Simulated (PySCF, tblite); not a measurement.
# C₃H₁₀OSi₂: dynamics, then NMR shifts on frames, part 2 of 2

tblite 0.8.0 and PySCF 2.14.0. Atoms count from 0. The steps go on from the part before.

**5. NMR shieldings: 625 fs, PBE0/pcSseg-1**

The job: settings as JSON, then the geometry in Å.

```
{"job": {"kind": "nmr", "xc": "PBE0", "basis": "pcSseg-1", "pop": false}, "charge": 0, "multiplicity": 1}
C      2.432800    -0.286500     0.678500
C      1.314000    -0.138700     1.420600
O      0.112000     0.052600     0.859000
Si    -0.637700     0.730100    -0.458900
C     -2.515900     0.345600    -0.102300
Si    -2.819700    -1.327300     0.745300
H      3.402100    -0.449400     1.178200
H      2.520400    -0.125800    -0.400300
H      1.326100    -0.339600     2.461300
H     -0.014500     0.187600    -1.653400
H     -0.537000     2.205100    -0.411900
H     -3.115900     0.379200    -1.020300
H     -2.895900     1.180800     0.468000
H     -4.194100    -1.570000     1.113200
H     -1.918600    -1.402300     1.897700
H     -2.365100    -2.287400    -0.237900
```

Method: GIAO PBE0/pcSseg-1 NMR shielding, non-relativistic, gas phase.

The program printed:

```text
coarse grid: 13792 points
cycle   1  E = -773.8838874153  dE =  3.891e-01  |g| = 6.766e-01  |ddm| = 3.479e+00
cycle   2  E = -773.7902781535  dE =  9.361e-02  |g| = 9.733e-01  |ddm| = 1.290e+00
cycle   3  E = -773.9715552970  dE = -1.813e-01  |g| = 1.221e-01  |ddm| = 8.704e-01
cycle   4  E = -773.9740213476  dE = -2.466e-03  |g| = 5.253e-02  |ddm| = 1.216e-01
cycle   5  E = -773.9746743212  dE = -6.530e-04  |g| = 1.520e-02  |ddm| = 4.853e-02
cycle   6  E = -773.9747286958  dE = -5.437e-05  |g| = 3.473e-03  |ddm| = 1.347e-02
cycle   7  E = -773.9747315816  dE = -2.886e-06  |g| = 7.740e-04  |ddm| = 3.389e-03
final grid: 122408 points
cycle   8  E = -774.0191695321  dE = -1.857e-05  |g| = 9.239e-03  |ddm| = 1.865e-02
cycle   9  E = -774.0191502928  dE =  1.924e-05  |g| = 1.362e-02  |ddm| = 1.435e-02
cycle  10  E = -774.0191860622  dE = -3.577e-05  |g| = 1.576e-03  |ddm| = 9.412e-03
cycle  11  E = -774.0191866254  dE = -5.632e-07  |g| = 2.955e-04  |ddm| = 1.541e-03
cycle  12  E = -774.0191866448  dE = -1.938e-08  |g| = 1.062e-04  |ddm| = 3.030e-04
cycle  13  E = -774.0191866476  dE = -2.800e-09  |g| = 2.182e-05  |ddm| = 9.120e-05
cycle  14  E = -774.0191866477  dE = -9.823e-11  |g| = 7.070e-06  |ddm| = 2.243e-05
converged SCF energy = -774.0191866477

GIAO shielding tensors (ppm)
atom      isotropic    diamagn.    paramagn.     s11        s22        s33       span
  0 C       81.000     255.932    -174.932    -24.994    107.879    160.115    185.109
  1 C       28.195     248.228    -220.033    -91.054     69.229    106.409    197.463
  2 O      226.690     400.872    -174.183    132.932    215.855    331.283    198.352
  3 Si     373.634     881.531    -507.897    319.275    379.479    422.149    102.874
  4 C      192.735     257.599     -64.864    180.593    193.989    203.623     23.031
  5 Si     428.853     880.457    -451.604    400.907    424.736    460.915     60.007
  6 H       26.753      27.780      -1.026     24.771     25.717     29.772      5.000
  7 H       26.452      32.619      -6.167     23.885     24.597     30.873      6.988
  8 H       24.917      29.814      -4.896     22.192     24.604     27.956      5.765
  9 H       26.263      32.082      -5.819     22.234     25.404     31.152      8.918
 10 H       26.214      30.726      -4.512     22.713     24.711     31.219      8.506
 11 H       31.807      30.420       1.387     27.025     28.553     39.844     12.819
 12 H       31.509      31.566      -0.057     26.903     28.724     38.901     11.999
 13 H       28.019      29.018      -1.000     24.481     25.523     34.052      9.571
 14 H       27.510      30.040      -2.530     22.962     28.007     31.560      8.598
 15 H       28.086      30.430      -2.344     24.683     26.446     33.128      8.445
```

It took 47 s on 1 thread of Intel Xeon at 2.50GHz, shared host; peak memory 0.79 GiB.

Key values: δ C1 158.7, C0 105.9, C4 -5.8, O2 109.4, H8 6.80, H10 5.50 ppm.

**6. Shielding tensors: 800 fs, PBE0/pcSseg-1**

The job: settings as JSON, then the geometry in Å.

```
{"job": {"kind": "nmr", "xc": "PBE0", "basis": "pcSseg-1", "pop": false}, "charge": 0, "multiplicity": 1}
C      2.738000    -0.023800     0.901000
C      1.653700     0.039400     1.661100
O      0.432200     0.325600     1.267200
Si    -0.394900     0.443700    -0.174500
C     -2.205200     0.258000     0.352100
Si    -2.812700    -1.262900     1.196800
H      3.658600    -0.218000     1.321600
H      2.622400     0.204200    -0.093900
H      1.780500    -0.173900     2.706400
H     -0.003300    -0.646400    -1.135200
H     -0.215600     1.833300    -0.692000
H     -2.809800     0.408300    -0.555400
H     -2.489500     1.054700     1.077800
H     -4.113900    -1.716400     0.605200
H     -3.047100    -1.104900     2.629800
H     -2.026900    -2.470100     0.993400
```

With the program's defaults for keys left out, this is: GIAO PBE0/pcSseg-1 NMR shielding, non-relativistic, gas phase.

The program printed:

```text
coarse grid: 13792 points
cycle   1  E = -773.8834942202  dE =  5.373e-01  |g| = 6.728e-01  |ddm| = 3.503e+00
cycle   2  E = -773.8169496860  dE =  6.654e-02  |g| = 9.007e-01  |ddm| = 1.196e+00
cycle   3  E = -773.9713307391  dE = -1.544e-01  |g| = 1.201e-01  |ddm| = 7.757e-01
cycle   4  E = -773.9737549367  dE = -2.424e-03  |g| = 4.607e-02  |ddm| = 1.142e-01
cycle   5  E = -773.9742393167  dE = -4.844e-04  |g| = 1.427e-02  |ddm| = 4.390e-02
cycle   6  E = -773.9742871032  dE = -4.779e-05  |g| = 2.999e-03  |ddm| = 1.237e-02
cycle   7  E = -773.9742892216  dE = -2.118e-06  |g| = 6.241e-04  |ddm| = 2.911e-03
final grid: 122408 points
cycle   8  E = -774.0192871555  dE = -1.945e-05  |g| = 9.009e-03  |ddm| = 1.804e-02
cycle   9  E = -774.0192704317  dE =  1.672e-05  |g| = 1.295e-02  |ddm| = 1.363e-02
cycle  10  E = -774.0193029863  dE = -3.255e-05  |g| = 1.627e-03  |ddm| = 8.927e-03
cycle  11  E = -774.0193035781  dE = -5.918e-07  |g| = 2.712e-04  |ddm| = 1.537e-03
cycle  12  E = -774.0193035933  dE = -1.516e-08  |g| = 1.033e-04  |ddm| = 2.733e-04
cycle  13  E = -774.0193035960  dE = -2.675e-09  |g| = 1.827e-05  |ddm| = 9.016e-05
cycle  14  E = -774.0193035960  dE = -6.912e-11  |g| = 6.518e-06  |ddm| = 1.918e-05
converged SCF energy = -774.0193035960

GIAO shielding tensors (ppm)
atom      isotropic    diamagn.    paramagn.     s11        s22        s33       span
  0 C       93.049     260.072    -167.023    -16.448    131.278    164.317    180.765
  1 C       28.525     245.870    -217.345    -94.188     68.698    111.066    205.254
  2 O      225.149     399.618    -174.469    148.845    219.773    306.830    157.985
  3 Si     367.464     881.352    -513.887    321.881    372.805    407.708     85.827
  4 C      198.578     257.735     -59.157    183.589    199.996    212.149     28.560
  5 Si     428.776     878.576    -449.800    393.603    403.882    488.842     95.239
  6 H       27.983      30.730      -2.748     25.561     27.544     30.843      5.281
  7 H       28.353      36.377      -8.024     24.178     27.290     33.590      9.412
  8 H       25.060      28.820      -3.760     21.786     25.111     28.283      6.497
  9 H       25.967      31.327      -5.360     22.684     25.067     30.150      7.466
 10 H       25.887      30.543      -4.656     22.158     24.531     30.972      8.814
 11 H       31.816      30.688       1.128     25.875     29.264     40.308     14.433
 12 H       30.589      30.376       0.213     25.743     28.454     37.568     11.825
 13 H       27.344      27.165       0.179     23.844     25.332     32.857      9.013
 14 H       27.850      28.038      -0.188     24.424     25.559     33.567      9.143
 15 H       27.931      28.831      -0.899     24.328     26.813     32.654      8.326
```

It took 49 s on 1 thread of Intel Xeon at 2.50GHz, shared host; peak memory 0.79 GiB.

Key values: δ C1 158.4, C0 93.9, C4 -11.7, O2 110.9, H8 6.66, H10 5.83 ppm.

**7. Nuclear shieldings: 1000 fs, PBE0/pcSseg-1**

The job: settings as JSON, then the geometry in Å.

```
{"job": {"kind": "nmr", "xc": "PBE0", "basis": "pcSseg-1", "pop": false}, "charge": 0, "multiplicity": 1}
C      2.469500     0.981400     1.063000
C      1.323700     0.997100     1.689800
O      0.129300     0.627000     1.145900
Si    -0.305500     0.121300    -0.342900
C     -2.261800     0.168500    -0.023200
Si    -2.914000    -1.298900     1.021800
H      3.408300     1.141800     1.473400
H      2.464000     0.616300     0.054600
H      1.222300     1.188600     2.698900
H      0.078400    -1.179300    -0.673000
H      0.182100     1.045300    -1.515800
H     -2.633800     0.132200    -1.075800
H     -2.504100     1.148700     0.480800
H     -4.413700    -1.053700     1.306400
H     -2.212000    -1.532900     2.209500
H     -3.002700    -2.493500     0.171000
```

With the program's defaults for keys left out, this is: GIAO PBE0/pcSseg-1 NMR shielding, non-relativistic, gas phase.

The program printed:

```text
coarse grid: 13792 points
cycle   1  E = -773.8712562715  dE =  4.346e-01  |g| = 6.653e-01  |ddm| = 3.482e+00
cycle   2  E = -773.7835277657  dE =  8.773e-02  |g| = 9.481e-01  |ddm| = 1.237e+00
cycle   3  E = -773.9556581132  dE = -1.721e-01  |g| = 1.265e-01  |ddm| = 8.404e-01
cycle   4  E = -773.9584845290  dE = -2.826e-03  |g| = 4.849e-02  |ddm| = 1.210e-01
cycle   5  E = -773.9590361681  dE = -5.516e-04  |g| = 1.378e-02  |ddm| = 4.482e-02
cycle   6  E = -773.9590811535  dE = -4.499e-05  |g| = 3.016e-03  |ddm| = 1.218e-02
cycle   7  E = -773.9590833039  dE = -2.150e-06  |g| = 5.186e-04  |ddm| = 2.887e-03
final grid: 122408 points
cycle   8  E = -774.0044301886  dE = -1.699e-05  |g| = 9.351e-03  |ddm| = 1.755e-02
cycle   9  E = -774.0044098668  dE =  2.032e-05  |g| = 1.395e-02  |ddm| = 1.464e-02
cycle  10  E = -774.0044471227  dE = -3.726e-05  |g| = 1.519e-03  |ddm| = 9.468e-03
cycle  11  E = -774.0044476377  dE = -5.150e-07  |g| = 2.946e-04  |ddm| = 1.501e-03
cycle  12  E = -774.0044476565  dE = -1.878e-08  |g| = 1.027e-04  |ddm| = 2.977e-04
cycle  13  E = -774.0044476591  dE = -2.651e-09  |g| = 1.851e-05  |ddm| = 8.771e-05
cycle  14  E = -774.0044476592  dE = -7.367e-11  |g| = 5.682e-06  |ddm| = 2.047e-05
converged SCF energy = -774.0044476592

GIAO shielding tensors (ppm)
atom      isotropic    diamagn.    paramagn.     s11        s22        s33       span
  0 C       92.143     261.079    -168.937     -8.105    118.219    166.314    174.420
  1 C       32.167     245.400    -213.233    -79.508     65.364    110.645    190.154
  2 O      221.470     399.748    -178.278    133.789    245.867    284.753    150.964
  3 Si     369.576     882.766    -513.190    331.144    348.711    428.873     97.729
  4 C      186.625     259.634     -73.010    168.530    187.929    203.415     34.886
  5 Si     424.125     878.059    -453.934    391.541    405.187    475.645     84.104
  6 H       27.683      30.428      -2.745     25.926     27.014     30.110      4.184
  7 H       27.683      35.266      -7.584     25.096     25.680     32.272      7.176
  8 H       25.987      30.329      -4.341     22.823     26.211     28.928      6.106
  9 H       27.327      33.960      -6.633     24.114     26.053     31.815      7.701
 10 H       25.267      30.126      -4.860     22.002     24.156     29.643      7.642
 11 H       31.247      30.737       0.510     26.127     28.552     39.062     12.935
 12 H       30.242      31.056      -0.814     25.903     27.859     36.963     11.060
 13 H       26.546      26.048       0.498     23.193     24.424     32.023      8.830
 14 H       28.458      29.376      -0.918     24.381     27.502     33.491      9.110
 15 H       27.613      28.240      -0.627     24.390     25.665     32.783      8.393
```

Run time: 49 s. Hardware: 1 thread of Intel Xeon at 2.50GHz, shared host; peak memory 0.79 GiB.

This run: δ C1 154.8, C0 94.8, C4 0.3, O2 114.6, H10 6.45, H8 5.73 ppm.

**8. Side by side: NMR shifts**

Shifts (ppm) of some atoms, chosen among heavy atoms and hydrogens apart, with basis size and wall time:

```tsv
frame	C1	C0	C4	H7	H11	O2	Si3	functions	time
250 fs	167.4	106.9	-8.1	5.72	-2.35	119.1	-16.0	166	49 s
425 fs	154.8	94.7	-6.6	3.94	0.27	107.1	-28.4	166	49 s
625 fs	158.7	105.9	-5.8	5.27	-0.09	109.4	-24.5	166	47 s
800 fs	158.4	93.9	-11.7	3.36	-0.10	110.9	-18.3	166	49 s
1000 fs	154.8	94.8	0.3	4.03	0.47	114.6	-20.4	166	49 s
```

**9. Outcome**

What follows sums up all 2 parts.

| quantity | value |
| --- | --- |
| thermostat | 300 K |
| mean temperature, second half | 279 K |
| mean potential energy above the minimum | 0.46 eV |
| 13C shifts against TMS (PBE0/pcSseg-1, 250 fs) | 167.4, 106.9, -8.1 ppm |
| 1H shifts against TMS (PBE0/pcSseg-1, 250 fs) | 7.18, 6.45, 5.85, 5.72, 5.49, 4.69, 4.31, 3.73, 1.48, -2.35 ppm |
| 17O shifts against H2O (PBE0/pcSseg-1, 250 fs) | 119.1 ppm |
| 29Si shifts against TMS (PBE0/pcSseg-1, 250 fs) | -16.0, -70.7 ppm |
| range of the shift of C0 | 93.9 to 106.9 ppm |

In the second half the potential energy averages 0.46 eV above the minimum; equipartition over 42 harmonic modes at 300 K would give 0.54 eV. With 16 atoms the temperature swings widely (125 to 500 K). Shifts at one fixed geometry are not the observed spectrum, which averages over the motion. In the first frame run (250 fs): The largest span, 203 ppm, is at C1, where the paramagnetic term is -227 ppm. In ppm, C0 moves most: its shift spreads over 13.0 ppm, from 93.9 (800 fs) to 106.9 (250 fs).
